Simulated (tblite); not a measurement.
# C6H13ClGe: the cost of one run

Programs: tblite 0.8.0 and PySCF 2.14.0, with density-fitted response routines of our own. Each step states its level of theory. These are calculated values for one molecule in the gas phase, unless marked as measured. Atoms count from 0, in the outputs and in this text.

**1. Starting geometry**

21 atoms, charge 0, multiplicity 1; geometry from: force field or distance geometry start.

Bonds of the start (Å): C0–C1 1.31, C1–C2 1.50, C1–Ge3 1.92, Ge3–Cl4 2.18, Ge3–C5 1.93, C5–C6 1.52, C6–C7 1.51, C0–H8 1.06, C0–H9 1.10, C2–H10 1.12, C2–H11 1.11, C2–H12 1.11, Ge3–H13 1.55, C5–H14 1.11, C5–H15 1.12, C6–H16 1.10, C6–H17 1.11, C7–H18 1.11, C7–H19 1.13, C7–H20 1.12.

**2. Relaxing the molecule with GFN2-xTB**

What the job is given:

```
{"job": {"kind": "relax", "xc": "GFN2-xTB", "basis": "xTB"}, "charge": 0, "multiplicity": 1}
C     -2.082200     1.676900    -0.144000
C     -2.053900     0.392100     0.106300
C     -3.201400    -0.490700    -0.281500
Ge    -0.580900    -0.477700     0.980500
Cl    -0.564000    -2.552700     0.300500
C      1.119400     0.350800     0.578600
C      2.060400    -0.657500    -0.049100
C      3.372800     0.021600    -0.344000
H     -1.289000     2.335500     0.122200
H     -2.960300     2.117900    -0.639000
H     -4.099100     0.111500    -0.578100
H     -2.904800    -1.188200    -1.086000
H     -3.506000    -1.053200     0.622500
H     -0.847700    -0.487600     2.508400
H      1.025000     1.248900    -0.062300
H      1.581300     0.698900     1.539100
H      1.572000    -1.021000    -0.969500
H      2.231400    -1.464000     0.688300
H      3.332100     0.659800    -1.251900
H      4.117400    -0.821300    -0.448000
H      3.668500     0.617000     0.561200
```

On the command line:

```console
$ OMP_NUM_THREADS=1 python probes_run.py task.json out
```

One launch serves the whole session: the jobs run in the order shown.

Q: Estimate the wall time and peak memory of this first job on 1 thread of Arm Neoverse V2, shared host.

About 1.4 s, with a peak of 0.18 GiB.
